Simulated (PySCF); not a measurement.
# Ge(25+), Ge(26+), Ge(27+): ionisation energies in even-tempered 17s11p6d5f4g, part 2 of 3

Each state of germanium is computed at each level; their differences give the ionisation energy. How far do the methods differ?

PySCF 2.14.0; even-tempered 17s11p6d5f4g, no relativity, point nucleus. The scripts are equivalent inputs of a driver's runs.

## 3. Ge(26+)

**UHF**

input.py

```python
from pyscf import gto, scf, dft, mp, cc
mol = gto.M(atom="Ge 0 0 0", charge=26, spin=2, symmetry="D2h",
            basis=gto.etbs([(0, 17, 7, 2.2), (1, 11, 9.1, 2.2), (2, 6, 38, 2.4), (3, 5, 56, 2.4), (4, 4, 85, 2.4)]))
mf = scf.UHF(mol)
mf.irrep_nelec = {'Ag': (2, 2), 'B1u': (1, 0), 'B2u': (1, 0)}
mf.kernel()
```

What it wrote:

```text
damping factor = 0
level_shift factor = 0
DIIS = <class 'pyscf.scf.diis.CDIIS'>
diis_start_cycle = 1
diis_space = 10
diis_damp = 0
SCF conv_tol = 1e-09
SCF conv_tol_grad = None
number electrons alpha = 4  beta = 2
cycle= 1 E= -1434.71202936513  delta_E= -0.00424  |g|= 0.0322  |ddm|= 0.00668
cycle= 2 E= -1434.71203968539  delta_E= -1.03e-05  |g|= 0.00166  |ddm|= 0.000381
cycle= 3 E= -1434.71203971427  delta_E= -2.89e-08  |g|= 7.22e-06  |ddm|= 2.19e-05
cycle= 4 E= -1434.71203971427  delta_E= -6.82e-13  |g|= 5.13e-08  |ddm|= 8.11e-08
converged SCF energy = -1434.71203971427  <S^2> = 2.0001525  2S+1 = 3.0001017
```

CPU time 12 s on a shared host, the integrals not counted.

Orbital energies by shell (radii are means over both spins):

```tsv
shell	electrons	mean orbital energy (eV)	spread (eV)	rms radius (bohr)
1s α	1	-12702.3	0	0.0550
1s β	1	-12677.5	0	0.0550
2s α	1	-2805.5	0	0.217
2s β	1	-2756.2	0	0.217
2p α	2	-2713.9	0	0.188
```

⟨S²⟩ = 2.000, ⟨L²⟩ = 2.00.

Spin-orbit constants on these orbitals (cm⁻¹; bare nucleus, screened nucleus, mean field): 2p 195000, 182800, 178900. To first order in LS coupling the lowest level has J = 0 and lies 22.2 eV below the centre of the term.

Spin-orbit coupling is strong in this species (close to jj coupling), so the high-spin LS determinant is a model state, not a physical level.

**LDA**

input.py, as changed from the run before:

```diff
@@ -3,3 +3,3 @@
             basis=gto.etbs([(0, 17, 7, 2.2), (1, 11, 9.1, 2.2), (2, 6, 38, 2.4), (3, 5, 56, 2.4), (4, 4, 85, 2.4)]))
-mf = scf.UHF(mol)
+mf = dft.UKS(mol, xc="LDA,VWN")
 mf.irrep_nelec = {'Ag': (2, 2), 'B1u': (1, 0), 'B2u': (1, 0)}
```

What it wrote:

```text
damping factor = 0
level_shift factor = 0
DIIS = <class 'pyscf.scf.diis.CDIIS'>
diis_start_cycle = 1
diis_space = 10
diis_damp = 0
SCF conv_tol = 1e-09
SCF conv_tol_grad = None
number electrons alpha = 4  beta = 2
XC functionals = LDA,VWN
    P. A. M. Dirac.,  Math. Proc. Cambridge Philos. Soc. 26, 376 (1930)
    F. Bloch.,  Z. Phys. 57, 545 (1929)
    S. H. Vosko, L. Wilk, and M. Nusair.,  Can. J. Phys. 58, 1200 (1980)
cycle= 1 E= -1431.82686804507  delta_E= -0.00754  |g|= 0.0303  |ddm|= 0.0119
cycle= 2 E= -1431.82687056805  delta_E= -2.52e-06  |g|= 0.00102  |ddm|= 0.000263
cycle= 3 E= -1431.8268705735  delta_E= -5.45e-09  |g|= 1.83e-05  |ddm|= 1.35e-05
cycle= 4 E= -1431.8268705735  delta_E= -3.64e-12  |g|= 2.1e-07  |ddm|= 3.29e-07
converged SCF energy = -1431.8268705735  <S^2> = 2.0000415  2S+1 = 3.0000276
```

It used 0.47 s of CPU time after the integrals (shared host).

**PBE**

input.py

```python
from pyscf import gto, scf, dft, mp, cc
mol = gto.M(atom="Ge 0 0 0", charge=26, spin=2, symmetry="D2h",
            basis=gto.etbs([(0, 17, 7, 2.2), (1, 11, 9.1, 2.2), (2, 6, 38, 2.4), (3, 5, 56, 2.4), (4, 4, 85, 2.4)]))
mf = dft.UKS(mol, xc="PBE")
mf.irrep_nelec = {'Ag': (2, 2), 'B1u': (1, 0), 'B2u': (1, 0)}
mf.kernel()
```

What it wrote:

```text
damping factor = 0
level_shift factor = 0
DIIS = <class 'pyscf.scf.diis.CDIIS'>
diis_start_cycle = 1
diis_space = 10
diis_damp = 0
SCF conv_tol = 1e-09
SCF conv_tol_grad = None
number electrons alpha = 4  beta = 2
XC functionals = PBE
    J. P. Perdew, K. Burke, and M. Ernzerhof.,  Phys. Rev. Lett. 77, 3865 (1996)
    J. P. Perdew, K. Burke, and M. Ernzerhof.,  Phys. Rev. Lett. 78, 1396 (1997)
    J. P. Perdew, K. Burke, and M. Ernzerhof.,  Phys. Rev. Lett. 77, 3865 (1996)
    J. P. Perdew, K. Burke, and M. Ernzerhof.,  Phys. Rev. Lett. 78, 1396 (1997)
cycle= 1 E= -1434.60898702766  delta_E= -0.00512  |g|= 0.013  |ddm|= 0.0144
cycle= 2 E= -1434.6089879749  delta_E= -9.47e-07  |g|= 0.000279  |ddm|= 0.000116
cycle= 3 E= -1434.60898797547  delta_E= -5.72e-10  |g|= 7.63e-06  |ddm|= 3.33e-06
converged SCF energy = -1434.60898797547  <S^2> = 2.000053  2S+1 = 3.0000353
```

CPU time 0.5 s on a shared host, the integrals not counted.

**PBE0**

input.py, as changed from the run before:

```diff
@@ -3,3 +3,3 @@
             basis=gto.etbs([(0, 17, 7, 2.2), (1, 11, 9.1, 2.2), (2, 6, 38, 2.4), (3, 5, 56, 2.4), (4, 4, 85, 2.4)]))
-mf = dft.UKS(mol, xc="PBE")
+mf = dft.UKS(mol, xc="PBE0")
 mf.irrep_nelec = {'Ag': (2, 2), 'B1u': (1, 0), 'B2u': (1, 0)}
```

What it wrote:

```text
damping factor = 0
level_shift factor = 0
DIIS = <class 'pyscf.scf.diis.CDIIS'>
diis_start_cycle = 1
diis_space = 10
diis_damp = 0
SCF conv_tol = 1e-09
SCF conv_tol_grad = None
number electrons alpha = 4  beta = 2
XC functionals = PBE0
    C. Adamo and V. Barone.,  J. Chem. Phys. 110, 6158 (1999)
    M. Ernzerhof and G. E. Scuseria.,  J. Chem. Phys. 110, 5029 (1999)
cycle= 1 E= -1434.67889946696  delta_E= -0.00399  |g|= 0.0155  |ddm|= 0.0114
cycle= 2 E= -1434.67890137607  delta_E= -1.91e-06  |g|= 0.000437  |ddm|= 0.000188
cycle= 3 E= -1434.67890137783  delta_E= -1.75e-09  |g|= 3.81e-06  |ddm|= 5.58e-06
cycle= 4 E= -1434.67890137783  delta_E=    0  |g|= 1e-07  |ddm|= 5.43e-08
converged SCF energy = -1434.67890137783  <S^2> = 2.0000721  2S+1 = 3.0000481
```

CPU time 2.1 s on a shared host, the integrals not counted.

**r2SCAN**

input.py, as changed from the run before:

```diff
@@ -3,3 +3,3 @@
             basis=gto.etbs([(0, 17, 7, 2.2), (1, 11, 9.1, 2.2), (2, 6, 38, 2.4), (3, 5, 56, 2.4), (4, 4, 85, 2.4)]))
-mf = dft.UKS(mol, xc="PBE0")
+mf = dft.UKS(mol, xc="R2SCAN")
 mf.irrep_nelec = {'Ag': (2, 2), 'B1u': (1, 0), 'B2u': (1, 0)}
```

What it wrote:

```text
damping factor = 0
level_shift factor = 0
DIIS = <class 'pyscf.scf.diis.CDIIS'>
diis_start_cycle = 1
diis_space = 10
diis_damp = 0
SCF conv_tol = 1e-09
SCF conv_tol_grad = None
number electrons alpha = 4  beta = 2
XC functionals = R2SCAN
    J. W. Furness, A. D. Kaplan, J. Ning, J. P. Perdew, and J. Sun.,  J. Phys. Chem. Lett. 11, 8208-8215 (2020)
    J. W. Furness, A. D. Kaplan, J. Ning, J. P. Perdew, and J. Sun.,  J. Phys. Chem. Lett. 11, 9248-9248 (2020)
    J. W. Furness, A. D. Kaplan, J. Ning, J. P. Perdew, and J. Sun.,  J. Phys. Chem. Lett. 11, 8208-8215 (2020)
    J. W. Furness, A. D. Kaplan, J. Ning, J. P. Perdew, and J. Sun.,  J. Phys. Chem. Lett. 11, 9248-9248 (2020)
cycle= 1 E= -1434.83651281193  delta_E= -0.00469  |g|= 0.0185  |ddm|= 0.00986
cycle= 2 E= -1434.83651521726  delta_E= -2.41e-06  |g|= 0.000509  |ddm|= 0.000204
cycle= 3 E= -1434.83651521941  delta_E= -2.15e-09  |g|= 3.66e-06  |ddm|= 6.45e-06
cycle= 4 E= -1434.83651521941  delta_E= 1.14e-12  |g|= 9.35e-08  |ddm|= 4.3e-08
converged SCF energy = -1434.83651521941  <S^2> = 2.0001013  2S+1 = 3.0000676
```

CPU time 1.1 s on a shared host, the integrals not counted.

**TPSSh**

input.py, as changed from the run before:

```diff
@@ -3,3 +3,3 @@
             basis=gto.etbs([(0, 17, 7, 2.2), (1, 11, 9.1, 2.2), (2, 6, 38, 2.4), (3, 5, 56, 2.4), (4, 4, 85, 2.4)]))
-mf = dft.UKS(mol, xc="R2SCAN")
+mf = dft.UKS(mol, xc="TPSSH")
 mf.irrep_nelec = {'Ag': (2, 2), 'B1u': (1, 0), 'B2u': (1, 0)}
```

What it wrote:

```text
damping factor = 0
level_shift factor = 0
DIIS = <class 'pyscf.scf.diis.CDIIS'>
diis_start_cycle = 1
diis_space = 10
diis_damp = 0
SCF conv_tol = 1e-09
SCF conv_tol_grad = None
number electrons alpha = 4  beta = 2
XC functionals = TPSSH
    V. N. Staroverov, G. E. Scuseria, J. Tao, and J. P. Perdew.,  J. Chem. Phys. 119, 12129 (2003)
cycle= 1 E= -1435.01383341463  delta_E= -0.00335  |g|= 0.015  |ddm|= 0.0121
cycle= 2 E= -1435.01383506076  delta_E= -1.65e-06  |g|= 0.000395  |ddm|= 0.000185
cycle= 3 E= -1435.01383506209  delta_E= -1.32e-09  |g|= 2.18e-06  |ddm|= 4.95e-06
cycle= 4 E= -1435.01383506209  delta_E= -2.27e-13  |g|= 4.48e-08  |ddm|= 2.41e-08
converged SCF energy = -1435.01383506209  <S^2> = 2.0000733  2S+1 = 3.0000488
```

It used 2.6 s of CPU time after the integrals (shared host).

**B2PLYP**

input.py

```python
from pyscf import gto, scf, dft, mp, cc
mol = gto.M(atom="Ge 0 0 0", charge=26, spin=2, symmetry="D2h",
            basis=gto.etbs([(0, 17, 7, 2.2), (1, 11, 9.1, 2.2), (2, 6, 38, 2.4), (3, 5, 56, 2.4), (4, 4, 85, 2.4)]))
mf = dft.UKS(mol, xc="0.53*HF + 0.47*B88, 0.73*LYP")
mf.irrep_nelec = {'Ag': (2, 2), 'B1u': (1, 0), 'B2u': (1, 0)}
mf.kernel()
```

What it wrote:

```text
damping factor = 0
level_shift factor = 0
DIIS = <class 'pyscf.scf.diis.CDIIS'>
diis_start_cycle = 1
diis_space = 10
diis_damp = 0
SCF conv_tol = 1e-09
SCF conv_tol_grad = None
number electrons alpha = 4  beta = 2
XC functionals = 0.53*HF + 0.47*B88, 0.73*LYP
    A. D. Becke.,  Phys. Rev. A 38, 3098 (1988)
    C. Lee, W. Yang, and R. G. Parr.,  Phys. Rev. B 37, 785 (1988)
    B. Miehlich, A. Savin, H. Stoll, and H. Preuss.,  Chem. Phys. Lett. 157, 200 (1989)
cycle= 1 E= -1434.87124304796  delta_E= -0.00353  |g|= 0.0201  |ddm|= 0.0109
cycle= 2 E= -1434.87124675214  delta_E= -3.7e-06  |g|= 0.000739  |ddm|= 0.000257
cycle= 3 E= -1434.87124675762  delta_E= -5.48e-09  |g|= 3.78e-06  |ddm|= 1.03e-05
cycle= 4 E= -1434.87124675762  delta_E=    0  |g|= 2.45e-08  |ddm|= 5.06e-08
converged SCF energy = -1434.87124675762  <S^2> = 2.0000953  2S+1 = 3.0000636
```

It used 3.8 s of CPU time after the integrals (shared host).

Script and log cover the SCF part. The PT2 part, added by the driver, -0.23451 hartree before scaling by 0.27, brings the total to -1434.934565 hartree.

**MP2 (all electrons)**

input.py

```python
from pyscf import gto, scf, dft, mp, cc
mol = gto.M(atom="Ge 0 0 0", charge=26, spin=2, symmetry="D2h",
            basis=gto.etbs([(0, 17, 7, 2.2), (1, 11, 9.1, 2.2), (2, 6, 38, 2.4), (3, 5, 56, 2.4), (4, 4, 85, 2.4)]))
mf = scf.UHF(mol)
mf.irrep_nelec = {'Ag': (2, 2), 'B1u': (1, 0), 'B2u': (1, 0)}
mf.kernel()
mp.UMP2(mf, frozen=0).kernel()
```

This step left no log, only its results.

It used 1.6 s of CPU time after the integrals (shared host).

With 6 electrons correlated, the MP2 correlation energy is -0.21196 hartree (-0.02715 same spin, -0.18481 opposite spin); the SCS form gives -0.23082. Largest pairs of shells: 2s-2s -0.0676, 2s-2p -0.0659, 1s-1s -0.0392, 1s-2p -0.0178, 1s-2s -0.0120.

Radial density 4πr²ρ of Ge(26+) at UHF:

```tsv
r (bohr)	density	spin density
0.000883	0.209	0.000
0.00148	0.568	0.000
0.00250	1.51	0.000
0.00420	3.82	0.001
0.00706	8.99	0.004
0.0119	18.7	0.029
0.0200	31.4	0.176
0.0336	37.3	0.923
0.0565	26.4	3.658
0.0951	17.7	9.179
0.160	22.1	10.763
0.269	9.12	3.521
0.453	0.407	0.136
0.761	0.000601	0.000
```

(Part 2 of 3 ends here.)
